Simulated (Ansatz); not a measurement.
Geometry optimisation, Ansatz 0.2.0, DFT PBE, scalar-relativistic, plane waves, PAW.

The input (input.yaml):

```yaml
crystal:
  lattice:
    - [0.0, 5.43, 5.43]
    - [5.43, 0.0, 5.43]
    - [5.43, 5.43, 0.0]
  atoms:
    - { symbol: Si, position: [0.0, 0.0, 0.0] }
    - { symbol: Si, position: [0.125, 0.125, 0.125] }
    - { symbol: Si, position: [0.0, 0.0, 0.5] }
    - { symbol: Si, position: [0.125, 0.125, 0.625] }
    - { symbol: Si, position: [0.0, 0.5, 0.0] }
    - { symbol: Si, position: [0.125, 0.625, 0.125] }
    - { symbol: Si, position: [0.0, 0.5, 0.5] }
    - { symbol: Si, position: [0.125, 0.625, 0.625] }
    - { symbol: Si, position: [0.5, 0.0, 0.0] }
    - { symbol: Si, position: [0.625, 0.125, 0.125] }
    - { symbol: Si, position: [0.5, 0.0, 0.5] }
    - { symbol: Si, position: [0.625, 0.125, 0.625] }
    - { symbol: Si, position: [0.5, 0.5, 0.0] }
    - { symbol: Si, position: [0.625, 0.625, 0.125] }
    - { symbol: Si, position: [0.5, 0.5, 0.5] }
    - { symbol: Si, position: [0.625, 0.625, 0.625] }
    - { symbol: Cu, position: [0.8170693, 0.8116052, 0.5572292], spin: 1.0 }
magnetization:
  spin_polarized: true
basis:
  ecutwfc: 420.0
kpoints:
  mp_grid: { grid: [2, 2, 2] }
hamiltonian:
  xc: pbe
  pseudopotentials: { kind: paw, azcp: { folder: soft_1 } }
scf:
  occupations: { method: gaussian, width: 0.02 }
  lower_state_search: "off"
relax:
  f_tol: 0.03
  max_steps: 60
  adjacent_minimum: "off"
output:
  write_density: true
  write_potential: true
  elf: true
  volumetric_format: npy
```

Launched with:

```bash
$ ansatz run input.yaml --threads 2 --pin off --max-ram 5120MiB --backend cpu --events-out ev --progress --plain --runs-dir out
```

Where does it end, and by what steps?

It converged. Limits of this set-up: coarse k mesh, a small cell, in which the defect meets its images. After 4 steps the energy has fallen by 0.489 eV; Si4 moved furthest, 0.23 Å.

```json
{"step": "0", "energy less start (eV)": "0.0000", "largest force component (eV/Å)": "1.743", "accepted": "yes"}
{"step": "1", "energy less start (eV)": "-0.3736", "largest force component (eV/Å)": "0.701", "accepted": "yes"}
{"step": "2", "energy less start (eV)": "-0.4812", "largest force component (eV/Å)": "0.055", "accepted": "yes"}
{"step": "3", "energy less start (eV)": "-0.4879", "largest force component (eV/Å)": "0.042", "accepted": "yes"}
{"step": "4", "energy less start (eV)": "-0.4886", "largest force component (eV/Å)": "0.005", "accepted": "yes"}
```

```xyz
17
Lattice="0.0000 5.4300 5.4300 5.4300 0.0000 5.4300 5.4300 5.4300 0.0000" Properties=species:S:1:pos:R:3
Si 0.121 0.122 -0.121
Si 1.403 1.405 1.374
Si 2.779 2.781 0.080
Si 4.205 4.207 1.224
Si 2.681 0.007 2.748
Si 4.056 1.405 4.026
Si 5.349 2.781 2.650
Si 6.739 4.139 4.121
Si 0.005 2.682 2.748
Si 1.403 4.057 4.026
Si 2.779 5.351 2.650
Si 4.137 6.740 4.121
Si 2.681 2.682 5.424
Si 3.976 3.978 6.883
Si 5.319 5.321 5.540
Si 6.739 6.740 6.722
Cu 7.362 7.364 8.927
```

Whether the end is a true minimum wasn't checked by a vibrational analysis.

Run time: 4.2 min on 2 threads of Arm Neoverse V1 (shared host), peak memory 0.75 GiB.
